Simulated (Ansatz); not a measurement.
Here is an Ansatz input file for C2H9FSi2, SMILES FCC([SiH3])[SiH3]. Write the same calculation for the Python package.

```yaml
crystal:
  periodic: [false, false, false]
  atoms:
    - { symbol: F, position_ang: [0.1293, -0.4497, 2.5454] }
    - { symbol: C, position_ang: [0.0396, 0.5082, 1.5259] }
    - { symbol: C, position_ang: [-0.4394, -0.1836, 0.2357] }
    - { symbol: Si, position_ang: [-0.6832, 0.9961, -1.1583] }
    - { symbol: Si, position_ang: [0.8566, -1.3748, -0.4717] }
    - { symbol: H, position_ang: [1.0376, 0.9818, 1.4487] }
    - { symbol: H, position_ang: [-0.6356, 1.2926, 1.8388] }
    - { symbol: H, position_ang: [-1.275, -0.7412, 0.4674] }
    - { symbol: H, position_ang: [-1.7884, 1.972, -0.6767] }
    - { symbol: H, position_ang: [0.4551, 1.7698, -1.4863] }
    - { symbol: H, position_ang: [-1.2875, 0.2801, -2.3316] }
    - { symbol: H, position_ang: [1.1864, -2.427, 0.5438] }
    - { symbol: H, position_ang: [2.0703, -0.6304, -0.7896] }
    - { symbol: H, position_ang: [0.3214, -2.023, -1.663] }
basis:
  gaussian: { orbitals: cc-pVDZ }
correlation:
  method: mp2
output:
  forces: true
```

On the command line:
```console
$ ansatz run input.yaml --threads 1 --pin off --max-ram 4096MiB --backend cpu --events-out ev --progress --plain --runs-dir out
Engine: ansatz 0.2.0, aarch64-unknown-linux-gnu
Functional definition: HF
  exchange = exact_x
  correlation = 0
1142 factors; integrals over basis functions are off by at most 1.0e-3 eV
mean field evaluation 1: about -20630.2313 eV, gradient 2.9e1 eV
mean field evaluation 2: about -20630.3806 eV, gradient 2.9e1 eV
mean field evaluation 4: about -20633.0224 eV, gradient 3.8e0 eV
mean field evaluation 8: about -20633.0701 eV, gradient 1.9e-1 eV
mean field -20633.07024065 eV, -758.2513457464 hartree, gradient 2.1e-6 eV, S^2 0.000000; 0 other end points of the search recorded, 0 dependent functions left out
13 core orbitals not correlated: weight in the atoms' cores, before any rotation towards them, 1.000 or more for the frozen orbitals, at most 0.000 for the correlated occupied ones
reference -20633.07024065 eV, -758.2513457464 hartree; 16, 16 occupied and 94, 94 virtual orbitals, 1142 factors
second order -18.49980393 eV of doubles, -0.00000000 eV of singles
the calculation of the forces begins
mean field evaluation 16: about -20633.0702 eV, gradient 2.1e-6 eV
Total energy: -20651.57004457 eV, -758.9312010011 hartree
Atom 0 at     0.129300    -0.449700     2.545400 Å, force    -0.082824     0.238736    -0.084023 eV/Å
Atom 1 at     0.039600     0.508200     1.525900 Å, force     0.626729    -0.825062    -0.212834 eV/Å
Atom 2 at    -0.439400    -0.183600     0.235700 Å, force     3.546165     1.243673     0.107828 eV/Å
Atom 3 at    -0.683200     0.996100    -1.158300 Å, force    -3.507390     0.804594     0.072942 eV/Å
Atom 4 at     0.856600    -1.374800    -0.471700 Å, force     0.036053    -0.926440     1.355818 eV/Å
Atom 5 at     1.037600     0.981800     1.448700 Å, force    -0.001637    -0.126931    -0.313906 eV/Å
Atom 6 at    -0.635600     1.292600     1.838800 Å, force    -0.748944     0.402559     0.348416 eV/Å
Atom 7 at    -1.275000    -0.741200     0.467400 Å, force    -2.675541    -1.405339     0.440100 eV/Å
Atom 8 at    -1.788400     1.972000    -0.676700 Å, force     0.672855    -0.326181    -0.412949 eV/Å
Atom 9 at     0.455100     1.769800    -1.486300 Å, force     1.387846     0.634277    -0.390258 eV/Å
Atom 10 at    -1.287500     0.280100    -2.331600 Å, force     0.364122     0.104295     0.061486 eV/Å
Atom 11 at     1.186400    -2.427000     0.543800 Å, force     0.058377     0.058175    -0.208262 eV/Å
Atom 12 at     2.070300    -0.630400    -0.789600 Å, force     0.496025     0.339631    -0.211534 eV/Å
Atom 13 at     0.321400    -2.023000    -1.663000 Å, force    -0.171836    -0.215987    -0.552825 eV/Å
Dipole moment:     0.004000     0.165099    -0.179913 e Å
```

The script, `energy.py`:
```python
"""Single point of C2H9FSi2."""

import ansatz as az
import numpy as np

BASIS_SET = "cc-pVDZ"
LEVEL = "mp2"

geometry_ang = [
    ("F", [0.1293, -0.4497, 2.5454]),
    ("C", [0.0396, 0.5082, 1.5259]),
    ("C", [-0.4394, -0.1836, 0.2357]),
    ("Si", [-0.6832, 0.9961, -1.1583]),
    ("Si", [0.8566, -1.3748, -0.4717]),
    ("H", [1.0376, 0.9818, 1.4487]),
    ("H", [-0.6356, 1.2926, 1.8388]),
    ("H", [-1.275, -0.7412, 0.4674]),
    ("H", [-1.7884, 1.972, -0.6767]),
    ("H", [0.4551, 1.7698, -1.4863]),
    ("H", [-1.2875, 0.2801, -2.3316]),
    ("H", [1.1864, -2.427, 0.5438]),
    ("H", [2.0703, -0.6304, -0.7896]),
    ("H", [0.3214, -2.023, -1.663]),
]
molecule = az.Crystal.molecule()
for symbol, xyz in geometry_ang:
    molecule = molecule.atom(symbol, xyz)

setup = molecule.calculation()
setup = setup.basis(gaussian=BASIS_SET)
setup = setup.correlation(LEVEL).forces()
done = setup.run(threads=1)
rep = done.report

for key in ("converged", "free_energy_ev", "reference_energy_ev", "n_frozen", "n_occupied", "n_virtual"):
    print(f"{key:22s} {rep[key]}")

parts = rep["correlation"]
for name in ("random_phase", "coupled_cluster", "perturbative"):
    if name in parts:
        print(f"{name:16s} {parts[name]['energy']['hartree']:12.7f} Ha")
if "second_order" in parts:
    pair = parts["second_order"]
    print(f"MP2 same spin {pair['same_spin']['hartree']:.7f} Ha, opposite spin {pair['opposite_spin']['hartree']:.7f} Ha")

symbols = [site.symbol for site in molecule.cartesian_sites]
print("forces (eV/A)")
for symbol, f in zip(symbols, rep["forces_ev_ang"]):
    print(f"  {symbol:2s} {f[0]:9.4f} {f[1]:9.4f} {f[2]:9.4f}")

charges = rep["charge_distribution"]
dipole = np.array(charges["dipole_moment_e_ang"]) * 4.803205
print("dipole (D): {:.3f} {:.3f} {:.3f}, length {:.3f}".format(*dipole, np.linalg.norm(dipole)))
print("atom  Mulliken   Lowdin")
for symbol, m, l in zip(symbols, charges["mulliken_charges_e"], charges["lowdin_charges_e"]):
    print(f"{symbol:4s} {m:9.3f} {l:8.3f}")
```

`python energy.py` gives:
```text
converged              True
free_energy_ev         -20651.570044573673
reference_energy_ev    -20633.07024064504
n_frozen               13
n_occupied             [16, 16]
n_virtual              [94, 94]
MP2 same spin -0.1495236 Ha, opposite spin -0.5303316 Ha
forces (eV/A)
  F    -0.0828    0.2387   -0.0840
  C     0.6267   -0.8251   -0.2128
  C     3.5462    1.2437    0.1078
  Si   -3.5074    0.8046    0.0729
  Si    0.0361   -0.9264    1.3558
  H    -0.0016   -0.1269   -0.3139
  H    -0.7489    0.4026    0.3484
  H    -2.6755   -1.4053    0.4401
  H     0.6729   -0.3262   -0.4129
  H     1.3878    0.6343   -0.3903
  H     0.3641    0.1043    0.0615
  H     0.0584    0.0582   -0.2083
  H     0.4960    0.3396   -0.2115
  H    -0.1718   -0.2160   -0.5528
dipole (D): 0.019 0.793 -0.864, length 1.173
atom  Mulliken   Lowdin
F       -0.274    0.088
C        0.269   -0.045
C       -0.426   -0.199
Si       0.382    0.244
Si       0.401    0.255
H        0.038    0.007
H        0.042   -0.006
H        0.061    0.013
H       -0.098   -0.069
H       -0.078   -0.060
H       -0.073   -0.050
H       -0.072   -0.061
H       -0.088   -0.059
H       -0.083   -0.058
```

Caveats:
- The settings weren't tested for convergence.
- The geometry is a force-field or estimated start, not a minimum of this method, and the basis set is short of its limit.
- The Löwdin charges here are taken after orthogonalising the functions within each atom; they differ from plain Löwdin charges, and their signs can be unphysical.
- It ran for 9.4 s on 1 thread of Arm Neoverse V1, on a shared host, peak memory 0.38 GiB.

(Lines on the test bed's own set-up are left out of the output.)
